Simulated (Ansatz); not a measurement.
# C7H9N: basis-set convergence

Aim: see how fast density functionals converge with the basis set for C7H9N.

Program: Ansatz 0.2.0, Gaussian basis. Level of theory: one geometry, several basis sets. These are calculated values, not measurements.

Plan: PBE0-D4/def2-SVP; ωB97M-V/def2-SVP; PBE0-D4/def2-QZVPP; ωB97M-V/def2-QZVPP; the functionals' def2-TZVPP values are taken from earlier runs.

### Step 1. The relaxed structure

All runs share one geometry, relaxed beforehand with PBE0-D4 in a triple-zeta def2 set.

SMILES `N#CC1C=CCCC1`, 17 atoms, charge 0, spin multiplicity 1.

Atoms are counted from 1 here; the program's logs count them from 0.

Bond lengths: N1–C2 1.150 Å, C2–C3 1.463 Å, C3–C4 1.509 Å, C3–C8 1.534 Å, C3–H9 1.096 Å, C4–C5 1.327 Å, C4–H10 1.085 Å, C5–C6 1.494 Å, C5–H11 1.086 Å, C6–C7 1.522 Å, C6–H12 1.095 Å, C6–H13 1.098 Å, C7–C8 1.519 Å, C7–H14 1.095 Å, C7–H15 1.092 Å, C8–H16 1.092 Å, C8–H17 1.095 Å. Angles: N1–C2–C3 179.2°, C2–C3–C4 110.1°, C2–C3–C8 111.0°, C2–C3–H9 106.1°, C4–C3–C8 111.6°, C4–C3–H9 108.7°, C8–C3–H9 109.1°, C3–C4–C5 122.7°, C3–C4–H10 116.7°, C5–C4–H10 120.6°, C4–C5–C6 124.2°, C4–C5–H11 118.6°, C6–C5–H11 117.2°, C5–C6–C7 112.3°, C5–C6–H12 109.2°, C5–C6–H13 108.9°, C7–C6–H12 110.4°, C7–C6–H13 110.4° and more.

### Step 2. PBE0-D4 in def2-SVP

Contents of in.yaml:

```yaml
crystal:
  periodic: [false, false, false]
  atoms:
    - {symbol: N, position_ang: [0.641059, -2.412398, 2.140252]}
    - {symbol: C, position_ang: [0.857104, -1.475487, 1.509129]}
    - {symbol: C, position_ang: [1.112342, -0.280065, 0.705982]}
    - {symbol: C, position_ang: [1.139446, -0.635964, -0.760448]}
    - {symbol: C, position_ang: [0.179248, -0.276396, -1.602501]}
    - {symbol: C, position_ang: [-1.053667, 0.467029, -1.201859]}
    - {symbol: C, position_ang: [-1.237916, 0.507455, 0.308110]}
    - {symbol: C, position_ang: [0.078216, 0.813016, 1.001637]}
    - {symbol: H, position_ang: [2.106006, 0.078061, 0.999941]}
    - {symbol: H, position_ang: [1.994273, -1.205542, -1.108825]}
    - {symbol: H, position_ang: [0.283770, -0.535588, -2.652330]}
    - {symbol: H, position_ang: [-1.924071, 0.006302, -1.679953]}
    - {symbol: H, position_ang: [-1.002699, 1.485906, -1.608903]}
    - {symbol: H, position_ang: [-1.609448, -0.461311, 0.658849]}
    - {symbol: H, position_ang: [-1.991009, 1.250769, 0.579627]}
    - {symbol: H, position_ang: [-0.055637, 0.914103, 2.080370]}
    - {symbol: H, position_ang: [0.482984, 1.760111, 0.630913]}
basis:
  gaussian: {orbitals: def2-SVP}
hamiltonian: {xc: pbe0, dispersion: d4}
output: {orbitals: {seedname: orbitals}}
```

Command:

```
ansatz run in.yaml --threads 2 --pin off --events-out ev --progress --plain --max-ram 20480MiB --backend cpu
```

Further steps of the session: ωB97M-V in def2-SVP; PBE0-D4 in def2-QZVPP; ωB97M-V in def2-QZVPP.

Before running them: what should the planned runs give, taken together? Wanted: PBE0-D4: double and triple zeta above quadruple; ωB97M-V: double and triple zeta above quadruple.

As calculated:

| quantity | value |
| --- | --- |
| PBE0-D4: double and triple zeta above quadruple | 10.06, 0.47 eV |
| ωB97M-V: double and triple zeta above quadruple | 10.50, 0.44 eV |

**Reading.** For PBE0-D4 the step from double to triple zeta gains 9.59 eV and the next only 0.47 eV. These are total energies; as a rule much of such shifts cancels in differences, which this series doesn't test. The LUMO of ωB97M-V is positive and keeps falling with the basis (2.22 to 1.46 eV): an unbound level that the basis holds in place.
